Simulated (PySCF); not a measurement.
# Sn(OAc)H3: geometry, NMR shifts and electronic excitations

What NMR shifts and electronic excitations should Sn(OAc)H3 (`[H][Sn]([H])([H])[O]C(C)=O`) show?

Computed with PySCF 2.14.0, with density-fitted response routines of our own, on a single molecule in the gas phase. Atoms count from 0, in the outputs and in this text.

## Step 1: Starting geometry

11 atoms, charge 0, multiplicity 1; geometry from: GFN2-xTB.

Bonds of the start (Å): Sn0–O1 2.08, Sn0–H8 1.66, Sn0–H9 1.66, Sn0–H10 1.67, O1–C2 1.30, C2–C3 1.50, C2–O4 1.21, C3–H5 1.09, C3–H6 1.09, C3–H7 1.09.

## Step 2: Optimising the geometry at PBE0-D3(BJ)/def2-SVP

Job settings and geometry (Å):

```
{"job": {"xc": "PBE0", "basis": "def2-SVP", "d3": "d3bj", "grid": 1, "maxiter": 40, "kind": "geom"}, "charge": 0, "multiplicity": 1}
Sn    -0.296000    -0.568720    -2.091520
O     -0.397000    -0.684570    -0.015460
C      0.189140     0.347900     0.508510
C      0.189290     0.380290     2.008690
O      0.694300     1.207750    -0.184400
H      0.659980     1.292650     2.360880
H      0.728600    -0.487970     2.379460
H     -0.835470     0.320100     2.365970
H      1.318850    -0.608630    -2.477190
H     -1.138410     0.800000    -2.513210
H     -1.113280    -1.998790    -2.341730
```

**Question.** This job is followed by: GIAO PBE0/pcSseg-1 Sn:def2-TZVP NMR shielding, non-relativistic, gas phase; TDDFT wB97X-D/def2-SVPD, vertical, gas phase, core orbitals frozen in the response; GIAO B3LYP/pcSseg-1 Sn:def2-TZVP NMR shielding, non-relativistic, gas phase. What will the session give for the following? point group; rotational constants (main isotopes); ¹³C shifts against TMS (PBE0/def2-TZVP+pcSseg-1); ¹H shifts against TMS (PBE0/def2-TZVP+pcSseg-1, means over atoms taken as alike); ¹⁷O shifts against H2O (PBE0/def2-TZVP+pcSseg-1); lowest singlet (wB97X-D/def2-SVPD); brightest single state of those computed; lowest triplet; vertical ionisation energy (ΔSCF); range of the shift of O1.

**Answer**, as computed:

```
                                                                        quantity                         value
                                                                     point group                            Cs
                                            rotational constants (main isotopes)          9.94, 1.37, 1.24 GHz
                                ¹³C shifts against TMS (PBE0/def2-TZVP+pcSseg-1)               183.4, 20.3 ppm
¹H shifts against TMS (PBE0/def2-TZVP+pcSseg-1, means over atoms taken as alike)                5.56, 2.12 ppm
                                ¹⁷O shifts against H2O (PBE0/def2-TZVP+pcSseg-1)              443.7, 260.9 ppm
                                              lowest singlet (wB97X-D/def2-SVPD)   6.14 eV (202 nm), f = 0.000
                                        brightest single state of those computed  state 10, 8.33 eV, f = 0.148
                                                                  lowest triplet                       5.72 eV
                                               vertical ionisation energy (ΔSCF)                      10.27 eV
                                                        range of the shift of O1            260.9 to 267.1 ppm
```

The optimisation took 7 steps and gained 0.080 eV; among the close pairs (by a distance rule), Sn0–H10 changed most, from 1.666 to 1.715 Å. At PBE0/def2-TZVP+pcSseg-1: The largest span, 406 ppm, is at O4, where the paramagnetic term is -513 ppm. The lowest singlet, at 6.14 eV, is HOMO→LUMO+2 0.85 and is dark; of the 10 states computed, the strongest absorption comes from state 10 at 8.33 eV (the last computed, so partners may be missing). The lowest triplet lies 0.42 eV below the lowest singlet (triplets in Tamm-Dancoff, singlets in full TDDFT). Spin-orbit coupling, left out, mixes singlets and triplets in elements this heavy. ΔSCF puts the ionisation energy at 10.27 eV, 0.29 eV above −ε(HOMO). In ppm, O1 moves most: its shift spreads over 6.1 ppm, from 260.9 (PBE0/def2-TZVP+pcSseg-1) to 267.1 (B3LYP/def2-TZVP+pcSseg-1). Spin-orbit coupling is left out, which matters for shieldings and couplings at and beside the heavy atoms.
